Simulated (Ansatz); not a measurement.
**Pt3Pb: further runs on the relaxed cell**

An exercise on one series of results from a longer session: the logs are not shown, and one member is left open.

Computed with Ansatz 0.2.0 (DFT r2SCAN, scalar-relativistic, plane waves, PAW, unless a step's input says otherwise).

1 further run of the same task is left out (set aside as unsound or not needed).

**The system as given**

It takes space group Pm-3m (No. 221, cubic). The conventional cell has a = 4.093 Å, b = 4.093 Å, c = 4.093 Å, α = 90.00°, β = 90.00°, γ = 90.00°. Pt (site symmetry 4/mmm) is surrounded by 8 Pt at 2.89 Å and 4 Pb at 2.89 Å. Around Pb (site symmetry m-3m) lie 12 Pt at 2.89 Å.

As a file:

```xyz
4
Lattice="4.0933 0.0000 0.0000 0.0000 4.0933 0.0000 0.0000 0.0000 4.0933" Properties=species:S:1:pos:R:3 pbc="T T T"
Pt    0.0000    2.0467    2.0467
Pt    2.0467    0.0000    2.0467
Pt    2.0467    2.0467    0.0000
Pb    0.0000    0.0000    0.0000
```

This cell was relaxed beforehand with the same method: volume 17.15 Å³/atom, gap on the mesh none (metal).

The first run:

input.yaml

```yaml
crystal:
  lattice:
    - [4.0933448617, 0.0, 0.0]
    - [0.0, 4.0933448617, 0.0]
    - [0.0, 0.0, 4.0933448617]
  atoms:
    - { symbol: Pt, position: [0.0, 0.5, 0.5] }
    - { symbol: Pt, position: [0.5, 0.0, 0.5] }
    - { symbol: Pt, position: [0.5, 0.5, 0.0] }
    - { symbol: Pb, position: [0.0, 0.0, 0.0] }
basis:
  ecutwfc: 500
kpoints:
  mp_grid: { grid: [10, 10, 10] }
  band_path:
    path:
      - [[0.0, 0.0, 0.0], [0.0, 0.5, 0.0], [0.5, 0.5, 0.0], [0.0, 0.0, 0.0], [0.5, 0.5, 0.5], [0.0, 0.5, 0.0]]
      - [[0.5, 0.5, 0.5], [0.5, 0.5, 0.0]]
    npoints: 14
hamiltonian:
  xc: r2scan
scf:
  occupations: { method: gaussian, width: 0.1 }
  n_extra_bands: 10
output:
  forces: true
  stress: true
  eigenvalues: true
  populations: true
  dos: { projected: true, de: 0.02, nscf_kmesh: { grid: [15, 15, 15] } }
  bader: true
  write_density: true
  write_potential: true
  elf: true
  volumetric_format: npy
```

The run is started by

```console
$ ansatz run input.yaml --threads 1 --pin off --max-ram 2560MiB --backend cpu --events-out ev --progress --plain --runs-dir out
```

Among the steps run: Bands, states and charges; Back to the database's cell; Volume × 0.97; Point at V/V0 = 1.03; Volume × 0.94; Point at V/V0 = 1.06; Point at V/V0 = 0.91; Point at V/V0 = 1.10; Point at V/V0 = 0.88.

One table of the session follows, with a row left open; its other results are not shown here.

It belongs to the step «Energy against volume». 

```
volume (Å³/atom)  energy above the lowest point (meV/atom)  pressure (GPa)
          15.089                                     194.9           34.94
          15.603                                         ?               ?
          16.118                                      42.0           14.06
          16.632                                       9.7            6.32
          17.146                                       0.0           -0.04
          17.661                                       8.8           -5.25
          18.175                                      32.7           -9.50
          18.861                                      83.3          -13.93
```

**Question.** Estimate the row for volume (Å³/atom) = 15.603.

Worked estimate for «energy above the lowest point (meV/atom)». A straight line through the neighbours (15.089, 194.9) and (16.118, 42.0) gives 194.9 + (42.0 − 194.9) × (15.603 − 15.089) / (16.118 − 15.089) = 118.5; a parabola fitted to 3 rows on both sides gives 103.8.

As computed: energy above the lowest point (meV/atom): 101.7; pressure (GPa): 23.49. In «energy above the lowest point (meV/atom)» the line misses by +16.8 and the parabola by +2.1.
